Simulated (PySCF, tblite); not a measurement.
# C5H9ClO+ (doublet): geometry, infrared bands and EPR parameters

Wanted: the infrared bands and EPR parameters of C5H9ClO+ (doublet) (`[CH2+][CH][C@@H](Cl)COC`), by calculation.

Computed with tblite 0.8.0 and PySCF 2.14.0, with density-fitted response routines of our own, on a single molecule in the gas phase. Atoms are numbered from 0 throughout.

### 1 The starting structure

16 atoms, charge 1, multiplicity 2; geometry from: force field or distance geometry start.

Bonds of the start (Å): C0–C1 1.49, C1–C2 1.49, C2–Cl3 1.76, C2–C4 1.54, C4–O5 1.39, O5–C6 1.40, C0–H7 1.10, C0–H8 1.06, C1–H9 1.10, C2–H10 1.10, C4–H11 1.11, C4–H12 1.12, C6–H13 1.09, C6–H14 1.12, C6–H15 1.14.

### 2 Relaxing the molecule with GFN2-xTB

Job settings and geometry (Å):

```
{"job": {"kind": "relax", "xc": "GFN2-xTB", "basis": "xTB"}, "charge": 1, "multiplicity": 2}
C      3.148200    -0.084800     0.323200
C      1.745800     0.369200     0.557700
C      0.735500    -0.472300    -0.153300
Cl     0.836700    -2.159100     0.353700
C     -0.621100     0.139400     0.224200
O     -1.699600    -0.506500    -0.368800
C     -2.922700     0.071100    -0.015700
H      3.947800     0.590400     0.669500
H      3.399600    -1.001700    -0.154000
H      1.564600     1.428100     0.326900
H      0.833500    -0.399700    -1.244300
H     -0.562300     1.212900    -0.041600
H     -0.676000     0.110500     1.347400
H     -3.746500    -0.465300    -0.490300
H     -2.952500     1.156200    -0.283000
H     -3.038700     0.020700     1.116700
```

Started as:

```console
$ OMP_NUM_THREADS=1 python probes_run.py task.json out
```

This one command runs all jobs of the session in turn.

What it wrote:

```text
step      E/eV     max force
  0    -634.49013    6.649
  1    -635.19215    2.958
  2    -635.42492    2.128
  3    -635.61007    0.938
  4    -635.65740    0.812
  5    -635.69601    0.617
  6    -635.71910    0.534
  7    -635.73926    0.326
  8    -635.75323    0.309
  9    -635.76180    0.243
 10    -635.76725    0.233
 11    -635.77251    0.185
 12    -635.77751    0.204
 13    -635.78108    0.147
 14    -635.78369    0.131
 15    -635.78616    0.127
 16    -635.78868    0.122
 17    -635.79139    0.140
 18    -635.79444    0.195
 19    -635.79784    0.202
 20    -635.80134    0.154
 21    -635.80462    0.129
 22    -635.80792    0.165
 23    -635.81180    0.178
 24    -635.81634    0.199
 25    -635.82118    0.188
 26    -635.82593    0.155
 27    -635.83023    0.159
 28    -635.83395    0.169
 29    -635.83778    0.166
 30    -635.84249    0.175
 31    -635.84793    0.211
 32    -635.85303    0.183
 33    -635.85393    0.352
 34    -635.85909    0.160
 35    -635.86133    0.111
 36    -635.86489    0.085
 37    -635.86708    0.107
 38    -635.86816    0.071
 39    -635.86863    0.065
 40    -635.86897    0.062
 41    -635.86956    0.069
 42    -635.87036    0.091
 43    -635.87131    0.091
 44    -635.87230    0.109
 45    -635.87348    0.106
 46    -635.87505    0.124
 47    -635.87706    0.148
 48    -635.87921    0.126
 49    -635.88110    0.219
 50    -635.86913    0.535
 51    -635.88378    0.131
 52    -635.88564    0.119
 53    -635.88307    0.721
 54    -635.89318    0.094
 55    -635.89730    0.125
 56    -635.88106    1.003
 57    -635.90323    0.146
 58    -635.90675    0.159
 59    -635.89043    1.063
 60    -635.91580    0.155
 61    -635.92094    0.174
 62    -635.91025    0.961
 63    -635.93599    0.154
 64    -635.94186    0.151
 65    -635.95036    0.263
 66    -635.95459    0.121
 67    -635.95775    0.105
 68    -635.96291    0.151
 69    -635.96726    0.168
 70    -635.96990    0.162
 71    -635.97198    0.131
 72    -635.97341    0.091
 73    -635.97455    0.090
 74    -635.97560    0.075
 75    -635.97654    0.068
 76    -635.97726    0.088
 77    -635.97800    0.104
 78    -635.97930    0.082
 79    -635.98078    0.095
 80    -635.98199    0.113
 81    -635.98348    0.126
 82    -635.98529    0.143
 83    -635.98760    0.137
 84    -635.99033    0.151
 85    -635.99329    0.158
 86    -635.99597    0.098
 87    -635.99784    0.094
 88    -635.99936    0.123
 89    -636.00077    0.123
 90    -636.00255    0.093
 91    -636.00391    0.098
 92    -636.00502    0.077
 93    -636.00606    0.106
 94    -636.00722    0.102
 95    -636.00827    0.072
 96    -636.00914    0.078
 97    -636.00997    0.080
 98    -636.01094    0.074
 99    -636.01209    0.085
100    -636.01327    0.102
101    -636.01431    0.088
102    -636.01516    0.080
103    -636.01581    0.067
104    -636.01636    0.059
105    -636.01681    0.054
106    -636.01722    0.047
107    -636.01762    0.045
108    -636.01802    0.046
109    -636.01835    0.047
110    -636.01857    0.033
111    -636.01873    0.025
112    -636.01886    0.028
113    -636.01898    0.026
114    -636.01907    0.024
115    -636.01916    0.018
116    -636.01925    0.020
117    -636.01933    0.024
118    -636.01941    0.020
119    -636.01947    0.017
120    -636.01953    0.021
121    -636.01962    0.023
122    -636.01974    0.027
123    -636.01989    0.033
124    -636.02012    0.039
125    -636.02044    0.062
126    -636.02088    0.070
127    -636.02141    0.065
128    -636.02200    0.057
129    -636.02260    0.069
130    -636.02320    0.065
131    -636.02340    0.146
132    -636.02426    0.047
133    -636.02480    0.040
134    -636.02569    0.057
135    -636.02609    0.067
136    -636.02668    0.049
137    -636.02695    0.051
138    -636.02711    0.034
139    -636.02721    0.039
140    -636.02732    0.033
141    -636.02744    0.028
142    -636.02753    0.023
143    -636.02761    0.019
144    -636.02767    0.013
145    -636.02769    0.012
146    -636.02771    0.011
147    -636.02773    0.010
```

It took 3.2 s on 1 thread of Intel Xeon at 2.50GHz, shared host.

Along the way: (not every step is listed)

```
step  energy from step 0 (eV)  largest force (eV/Å)
   0                   0.0000                6.6487
   1                  -0.7020                2.9581
   2                  -0.9348                2.1283
   3                  -1.1199                0.9377
   4                  -1.1673                0.8123
   5                  -1.2059                0.6172
   6                  -1.2290                0.5337
   7                  -1.2491                0.3259
   8                  -1.2631                0.3092
  21                  -1.3145                0.1295
  34                  -1.3690                0.1603
  47                  -1.3869                0.1482
  60                  -1.4257                0.1549
  73                  -1.4844                0.0897
  86                  -1.5058                0.0985
  99                  -1.5220                0.0845
 112                  -1.5287                0.0276
 125                  -1.5303                0.0615
 138                  -1.5370                0.0342
 142                  -1.5374                0.0228
 143                  -1.5375                0.0189
 144                  -1.5375                0.0132
 145                  -1.5376                0.0124
 146                  -1.5376                0.0112
 147                  -1.5376                0.0100
```

Distances of close pairs at the start and the end, largest changes first:

```
  bond  before (Å)  after (Å)  change (Å)
 C0–C1       1.493      1.334      -0.159
 C2–C4       1.535      1.611      +0.076
C6–H15       1.139      1.093      -0.046
C4–H12       1.125      1.093      -0.032
 C4–O5       1.390      1.358      -0.032
 C0–H7       1.102      1.077      -0.025
C6–H14       1.118      1.094      -0.024
 C1–H9       1.099      1.083      -0.016
```

The end geometry stands in the next job.

### 3 Vibrational analysis with GFN2-xTB

Job settings and geometry (Å):

```
{"job": {"kind": "ir", "xc": "GFN2-xTB", "basis": "xTB"}, "charge": 1, "multiplicity": 2}
C      2.878386    -0.041768     0.376401
C      1.766026     0.368047    -0.234407
C      0.492564    -0.383859    -0.291047
Cl     0.668581    -2.133927    -0.111254
C     -0.489035     0.158212     0.866103
O     -1.714835    -0.423089     0.799286
C     -2.659872     0.078452    -0.099552
H      3.791100     0.527197     0.321154
H      2.916824    -0.959649     0.941654
H      1.736418     1.335118    -0.721665
H     -0.050842    -0.201635    -1.225787
H     -0.517754     1.249003     0.740109
H     -0.038455    -0.115325     1.823835
H     -2.581084    -0.441622    -1.066138
H     -2.560858     1.155646    -0.259931
H     -3.644764    -0.161856     0.309454
```

What it wrote:

```text
mode    cm-1     km/mol
  1      62.6      0.88
  2      68.1      1.81
  3      90.5      4.79
  4     120.7     10.90
  5     202.1      4.92
  6     220.6      0.25
  7     283.7      1.71
  8     390.5      8.81
  9     458.2     19.10
 10     520.3      7.15
 11     578.0     45.78
 12     689.2      3.96
 13     772.5     17.19
 14     885.9     61.72
 15     933.0     12.41
 16     938.9     14.62
 17     964.9     59.76
 18     982.8     44.80
 19    1051.0      2.09
 20    1057.2     20.13
 21    1095.7      0.47
 22    1120.3     26.65
 23    1164.6      2.33
 24    1202.4      1.39
 25    1236.6      7.50
 26    1253.2      2.69
 27    1270.7      6.73
 28    1354.4     77.94
 29    1373.4     93.41
 30    1380.0     21.06
 31    1407.3     39.98
 32    1420.6     30.50
 33    1579.8    109.32
 34    2870.5     26.57
 35    2889.0      4.01
 36    2897.1      4.37
 37    2965.0     40.52
 38    2975.4      6.94
 39    2984.6     67.19
 40    3046.2      9.47
 41    3095.9     39.58
 42    3133.8      9.61
```

Wall time 1.6 s (1 thread of Intel Xeon at 2.50GHz, shared host).

The strongest bands and the atoms that carry them (share of the mass-weighted mode):

```
cm⁻¹  km/mol                                atoms
 578    45.8   H7 32 %, C1 27 %, H8 17 %, C4 14 %
 886    61.7            H9 46 %, H7 27 %, C1 15 %
 965    59.8   H8 30 %, H7 16 %, C2 15 %, H9 14 %
 983    44.8  C6 22 %, C4 19 %, H15 16 %, O5 15 %
1354    77.9            H7 46 %, H8 41 %, C1 11 %
1373    93.4         H13 36 %, H15 28 %, H14 24 %
1580   109.3                     C1 49 %, C0 43 %
2985    67.2                   H15 78 %, H14 13 %
```

### 4 g tensor and hyperfine couplings: B3LYP/pcH-1

Settings changed since step 3:

```diff
@@ -1,2 +1,2 @@
-{"job": {"kind": "ir", "xc": "GFN2-xTB", "basis": "xTB"}, "charge": 1, "multiplicity": 2}
+{"job": {"kind": "epr", "basis": "pcH-1"}, "charge": 1, "multiplicity": 2}
 C      2.878386    -0.041768     0.376401
```

Method: UKS B3LYP, pcH-1 on C Cl H O, non-relativistic, mean-field spin-orbit, GIAO.

What it wrote:

```text
UKS, coarse grid
  cycle   1  E = -730.95418231  |g| = 4.17e-01
  cycle   2  E = -730.67508393  |g| = 9.04e-01
  cycle   3  E = -731.00263438  |g| = 1.97e-01
  cycle   4  E = -731.01360825  |g| = 1.44e-01
  cycle   5  E = -731.02438610  |g| = 2.62e-02
  cycle   6  E = -731.02462144  |g| = 1.62e-02
  cycle   7  E = -731.02472079  |g| = 7.71e-03
  cycle   8  E = -731.02474454  |g| = 3.82e-03
  cycle   9  E = -731.02475276  |g| = 1.14e-03
  cycle  10  E = -731.02475347  |g| = 3.75e-04
UKS, final grid
  cycle   1  E = -731.02472343  |g| = 5.88e-04
  cycle   2  E = -731.02472305  |g| = 1.12e-03
  cycle   3  E = -731.02472358  |g| = 2.41e-04
  cycle   4  E = -731.02472361  |g| = 5.09e-05
  cycle   5  E = -731.02472361  |g| = 2.69e-05
E = -731.02472361 Eh   <S^2> = 0.7567 (exact 0.7500)
g shifts (ppm)      1          2          3
  rmc          -226       -226       -226
  gc              5         48         23
  oz_so         236      11248      22339
  total          15      11072      22138
hyperfine (MHz)  atom isotope    a_iso     a_fc   dipolar eigenvalues
    0   13C      17.04      17.14    -23.24    -22.40     45.64
    1   13C      -8.63      -8.94    -10.14     -5.45     15.59
    2   13C       9.45       9.05    -15.70    -14.84     30.55
    3  35Cl       3.62       1.85    -18.43    -16.42     34.86
    4   13C      -7.43      -7.58    -11.89     -8.35     20.24
    5   17O     -32.43     -31.97   -111.62     55.09     56.52
    6   13C     -14.49     -14.57     -4.46     -0.86      5.32
    7    1H     -12.63     -12.62    -11.17     -2.52     13.69
    8    1H     -11.23     -11.22     -9.37     -3.39     12.76
    9    1H       4.52       4.45     -4.18     -2.32      6.50
   10    1H      59.81      59.78     -7.41     -1.72      9.13
   11    1H      33.01      32.99     -4.53     -1.85      6.38
   12    1H      28.13      28.10     -4.55     -1.50      6.05
   13    1H     112.52     112.51     -4.55     -2.14      6.70
   14    1H       9.74       9.72     -3.17     -1.44      4.61
   15    1H      47.45      47.43     -4.22     -2.45      6.67
```

It took 2.9 min on 1 thread of Intel Xeon at 2.50GHz, shared host; peak memory 1 GiB.

Principal g values 2.00233, 2.01339, 2.02446; g(iso) = 2.01339, against 2.00232 for a free electron.

Mean a(iso) over the nuclei that a row names, and the largest dipolar term of the row (other rows stand at the frozen geometry):

```
       nuclei  isotope  a(iso) (MHz)  a(iso) (G, at g = 2.0023)  largest dipolar term (MHz)
          H10       1H          59.8                       21.3                         9.1
H13, H14, H15       1H          56.6                       20.2                         6.7
          H11       1H          33.0                       11.8                         6.4
           O5      17O         -32.4                      -11.6                      -111.6
          H12       1H          28.1                       10.0                         6.1
           C0      13C          17.0                        6.1                        45.6
           C6      13C         -14.5                       -5.2                         5.3
       H7, H8       1H         -11.9                       -4.3                        13.7
           C2      13C           9.5                        3.4                        30.5
           C1      13C          -8.6                       -3.1                        15.6
           C4      13C          -7.4                       -2.7                        20.2
           H9       1H           4.5                        1.6                         6.5
          Cl3     35Cl           3.6                        1.3                        34.9
```

Mulliken spin populations:

C0 0.29; C1 0.07; C2 0.08; Cl3 0.09; C4 0.04; O5 0.33; C6 -0.01; H7 -0.01; H8 -0.01; H9 0.00; H10 0.02; H11 0.02; H12 0.02; H13 0.04; H14 0.00; H15 0.02

In first order the couplings over 0.8 MHz of 1H, 35Cl give 720 distinct lines over 117.7 G, if the averaged nuclei exchange fast.

Orbitals, density, ELF and potential are computed afterwards from the orbital file.

ELF in a plane through or near 6 of the atoms.

Ten even steps from '0' (0.00) to '9' (1.00):
```
0000000000000000000000000000
0000000000000000000000000000
0000000000000000000000000000
0000000000000000000000000000
0000000000210000000000000000
0000000003750012008994000000
0000573004860077109997000000
0004999314750088209996000000
0008999768552267207975430000
0005999239664664335169993000
0001456336345875778389995000
0000028994013554757379994000
0000049993022100696006850000
0000039960366510274000100000
0000004300688840011000000000
0000000001577751000000000000
0000000000244431000000000000
0000000000011100000000000000
0000000000000000000000000000
0000000000000000000000000000
```
The map spans 12.8 Å across and 9.2 Å up, centred on the molecule. Atoms in the plane (x, y in Å): C0 (-2.9, 0.0), C6 (2.7, 0.1), H7 (-3.8, 0.6), H8 (-3.0, -1.1), H14 (2.6, 1.1), H15 (3.6, -0.3).

log10 of the density (e/Å³) in the same plane.

Ten even steps from '0' (-4.0) to '9' (0.7):
```
0000000000000000000000000000
0000000000000000000000000000
0000000000000000000000000000
0000000011211000001110000000
0000001123332222222222000000
0001233345554344445554210000
0002345556665555556765320000
0013566667765566657876431000
0024688888877777768887542100
0024678998877888778988653100
0023568998777888899889753100
0013468887667778899778653100
0002357876566666787655542000
0001245665677765666544321000
0000124445677765454322100000
0000001234566654321100000000
0000000123455543210000000000
0000000012334432100000000000
0000000000112210000000000000
0000000000000000000000000000
```
The map spans 12.8 Å across and 9.2 Å up, centred on the molecule. Atoms in the plane (x, y in Å): C0 (-2.9, 0.0), C6 (2.7, 0.1), H7 (-3.8, 0.6), H8 (-3.0, -1.1), H14 (2.6, 1.1), H15 (3.6, -0.3).

On the surface of density 0.002 e/bohr³ the electrostatic potential runs, from the 1st to the 99th percentile, from 3.16 V near O5 to 5.87 V near H10.

The spin density lies nearest to O5 28 %; C0 19 %; C1, C2 about 9 % each; Cl3 9 %.

### 5 What came out

| quantity | value |
| --- | --- |
| strongest single infrared mode (GFN2-xTB) | 1580 cm⁻¹, 109 km/mol |
| zero-point energy (GFN2-xTB) | 78.6 kcal/mol |
| g(iso) (B3LYP) | 2.01339 |
| ⟨S²⟩ | 0.757 (exact 0.75) |
| largest a(iso) (averaged by class) | 1H on H10, 59.8 MHz |

What this shows: Over 147 steps the energy fell by 1.538 eV; of the close pairs, C0–C1 changed most, 1.493 to 1.334 Å. All 42 modes are real, so the xTB geometry is a minimum. The strongest single mode, at 1580 cm⁻¹, moves mainly C1 and C0. Unscaled tight-binding wavenumbers are off by several per cent, some by more. Its intensities can rank the bands wrongly. The largest spin populations lie on O5 (0.33 e), C0 (0.29 e). The isotropic g lies 11.1 ppt above the free-electron value.
